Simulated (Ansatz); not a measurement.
# C3H15ClOSi4: the cost of one run

Computed with Ansatz 0.2.0 (DFT B3LYP, Gaussian basis def2-SVP, unless a step's input says otherwise).

## 1. The starting structure

Bond lengths (14 of 22 bonds, heavy atoms first): Si1–Cl2 2.093 Å, Si1–Si3 2.231 Å, Si1–Si4 2.231 Å, Si1–Si5 2.231 Å, O15–C16 1.222 Å, C16–C17 1.498 Å, C16–C18 1.498 Å, Si3–H6 1.470 Å, Si3–H7 1.470 Å, Si3–H8 1.470 Å, Si4–H9 1.470 Å, Si4–H10 1.470 Å, Si4–H11 1.470 Å, Si5–H12 1.470 Å. Angles (14 of 39 angles, heavy atoms first): Cl2–Si1–Si3 109.6°, Cl2–Si1–Si4 109.6°, Cl2–Si1–Si5 109.6°, Si3–Si1–Si4 109.3°, Si3–Si1–Si5 109.3°, Si4–Si1–Si5 109.3°, O15–C16–C17 120.0°, O15–C16–C18 120.0°, C17–C16–C18 120.1°, Si1–Si3–H6 109.2°, Si1–Si3–H7 109.3°, Si1–Si3–H8 109.3°, Si1–Si4–H9 109.3°, Si1–Si4–H10 109.2°.

Structure file:

```xyz
24

Si   -1.4204   -0.6370   -1.2183
Cl   -1.7538   -2.6091   -0.6017
Si   -0.9856    0.6406    0.5580
Si   -3.2340    0.1399   -2.2592
Si    0.3168   -0.5720   -2.6163
H    -0.7532    2.0226    0.1137
H     0.2134    0.1322    1.2402
H    -2.1332    0.6027    1.4762
H    -4.3773    0.1030   -1.3356
H    -2.9890    1.5248   -2.6877
H    -3.5166   -0.6983   -3.4335
H     1.5133   -1.0781   -1.9280
H     0.5419    0.8169   -3.0427
H     0.0274   -1.4089   -3.7899
O    -0.9504    2.1426   -2.0873
C    -1.0615    3.0717   -2.8728
C    -1.0078    4.4832   -2.3745
C    -1.2511    2.7982   -4.3332
H    -0.8632    4.5056   -1.2732
H    -0.1631    5.0175   -2.8575
H    -1.9572    5.0025   -2.6217
H    -1.2677    1.7047   -4.5289
H    -0.4180    3.2525   -4.9091
H    -2.2122    3.2375   -4.6732
```

## 2. Relaxing the atoms: C3H15ClOSi4

File input.yaml:

```yaml
crystal:
  periodic: [false, false, false]
  atoms:
    - { symbol: Si, position_ang: [-1.420377, -0.637008, -1.218276] }
    - { symbol: Cl, position_ang: [-1.75379, -2.609093, -0.601744] }
    - { symbol: Si, position_ang: [-0.985589, 0.640568, 0.558026] }
    - { symbol: Si, position_ang: [-3.234019, 0.13995, -2.259205] }
    - { symbol: Si, position_ang: [0.316819, -0.572009, -2.616281] }
    - { symbol: H, position_ang: [-0.753151, 2.022629, 0.113722] }
    - { symbol: H, position_ang: [0.213449, 0.132163, 1.240169] }
    - { symbol: H, position_ang: [-2.133238, 0.602692, 1.476154] }
    - { symbol: H, position_ang: [-4.377323, 0.103036, -1.335635] }
    - { symbol: H, position_ang: [-2.988954, 1.52483, -2.687666] }
    - { symbol: H, position_ang: [-3.516582, -0.69833, -3.433484] }
    - { symbol: H, position_ang: [1.513344, -1.078065, -1.928006] }
    - { symbol: H, position_ang: [0.541933, 0.81687, -3.042737] }
    - { symbol: H, position_ang: [0.027397, -1.408918, -3.789868] }
    - { symbol: O, position_ang: [-0.950431, 2.142647, -2.08728] }
    - { symbol: C, position_ang: [-1.06145, 3.071704, -2.872762] }
    - { symbol: C, position_ang: [-1.007754, 4.483237, -2.374519] }
    - { symbol: C, position_ang: [-1.251134, 2.798194, -4.333162] }
    - { symbol: H, position_ang: [-0.863168, 4.505603, -1.273177] }
    - { symbol: H, position_ang: [-0.163056, 5.017473, -2.857543] }
    - { symbol: H, position_ang: [-1.957243, 5.002476, -2.621695] }
    - { symbol: H, position_ang: [-1.267719, 1.704678, -4.528888] }
    - { symbol: H, position_ang: [-0.417981, 3.252508, -4.909087] }
    - { symbol: H, position_ang: [-2.212168, 3.237507, -4.67324] }
basis:
  gaussian: { orbitals: def2-SVP }
hamiltonian:
  xc: b3lyp
relax:
  f_tol: 0.004
  max_steps: 300
output:
  orbitals: {}
```

The run is started by

```sh
$ ansatz run input.yaml --threads 4 --pin off --max-ram 10240MiB --backend cpu --events-out ev --progress --plain --runs-dir out
```

Q: Estimate wall time and peak memory on 4 threads of Intel Xeon Platinum 8259CL at 2.50GHz (Skylake/Cascade Lake), shared host.

About 8.9 min, with a peak of 1 GiB.
